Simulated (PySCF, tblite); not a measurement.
# C₄H₇F₅O₂Si: geometry, infrared bands and NMR shifts

Aim: predict the infrared bands and NMR shifts of C₄H₇F₅O₂Si (`CO[SiH](OC)C(F)(F)C(F)(F)F`).

The runs use tblite 0.8.0 and PySCF 2.14.0, with density-fitted response routines of our own; the level of theory stands in each step. All values are computed, except where a source is named. Atoms are numbered from 0 throughout.

## (1) The starting structure

19 atoms, charge 0, multiplicity 1; geometry from: force field or distance geometry start.

Bonds of the start (Å): C0–O1 1.39, O1–Si2 1.73, Si2–O3 1.71, O3–C4 1.39, Si2–C5 1.86, C5–F6 1.37, C5–F7 1.41, C5–C8 1.52, C8–F9 1.38, C8–F10 1.39, C8–F11 1.39, C0–H12 1.14, C0–H13 1.10, C0–H14 1.11, Si2–H15 1.48, C4–H16 1.12, C4–H17 1.10, C4–H18 1.10.

## (2) Relaxing the molecule with GFN2-xTB

What the job is given:

```
{"job": {"kind": "relax", "xc": "GFN2-xTB", "basis": "xTB"}, "charge": 0, "multiplicity": 1}
C     -0.112000     2.306600    -0.722900
O     -0.521300     1.007300    -0.982000
Si    -0.384300     0.094700     0.479500
O     -1.876400    -0.605000     0.940700
C     -2.498000    -1.314800    -0.073900
C      1.017000    -1.122400     0.447200
F      0.824600    -2.179800    -0.395300
F      1.179900    -1.508600     1.788400
C      2.342100    -0.467700     0.077600
F      3.288100    -1.465500     0.097500
F      2.265900     0.124400    -1.173300
F      2.691700     0.503500     1.007100
H     -1.026600     2.946300    -0.496200
H      0.636700     2.413400     0.073200
H      0.347400     2.712600    -1.648500
H     -0.062300     1.046600     1.566200
H     -3.328400    -0.661200    -0.442200
H     -1.809900    -1.602700    -0.887200
H     -2.983900    -2.218400     0.336500
```

The run is started by

```
> OMP_NUM_THREADS=1 python probes_run.py task.json out
```

The driver reads the jobs from task.json and runs them one after another.

**Question.** This job is followed by: GFN2-xTB harmonic vibrations, gas phase; GIAO PBE0/pcSseg-1 NMR shielding, non-relativistic, gas phase. Predict these results of the whole session: strongest single infrared mode (GFN2-xTB); zero-point energy (GFN2-xTB); 13C shifts against TMS (PBE0/pcSseg-1, means over atoms taken as alike); 1H shifts against TMS (PBE0/pcSseg-1, means over atoms taken as alike); 17O shifts against H2O (PBE0/pcSseg-1, means over atoms taken as alike); 29Si shifts against TMS (PBE0/pcSseg-1); 19F shifts against CFCl3 (PBE0/pcSseg-1, means over atoms taken as alike); surface potential, 1st and 99th percentile.

As calculated:

| quantity | value |
| --- | --- |
| strongest single infrared mode (GFN2-xTB) | 1196 cm⁻¹, 499 km/mol |
| zero-point energy (GFN2-xTB) | 72.7 kcal/mol |
| 13C shifts against TMS (PBE0/pcSseg-1, means over atoms taken as alike) | 130.3, 123.8, 54.6 ppm |
| 1H shifts against TMS (PBE0/pcSseg-1, means over atoms taken as alike) | 4.48, 4.11 ppm |
| 17O shifts against H2O (PBE0/pcSseg-1, means over atoms taken as alike) | 20.2 ppm |
| 29Si shifts against TMS (PBE0/pcSseg-1) | -57.2 ppm |
| 19F shifts against CFCl3 (PBE0/pcSseg-1, means over atoms taken as alike) | -93.3, -156.6 ppm |
| surface potential, 1st and 99th percentile | -0.84 V and 1.07 V |

**Reading.** Relaxing lowered the energy by 1.507 eV in 127 steps; the close pair that moved most is O1–Si2, from 1.728 to 1.602 Å. No mode is imaginary among the 51: a minimum at this level. The strongest single mode, at 1196 cm⁻¹, is carried by O1, O3, C0, Si2. Unscaled tight-binding wavenumbers are off by several per cent, some by more. Its intensities can rank the bands wrongly. At PBE0/pcSseg-1: Shielding is most anisotropic at F6, F7 (span 217 ppm, paramagnetic term -146 ppm).
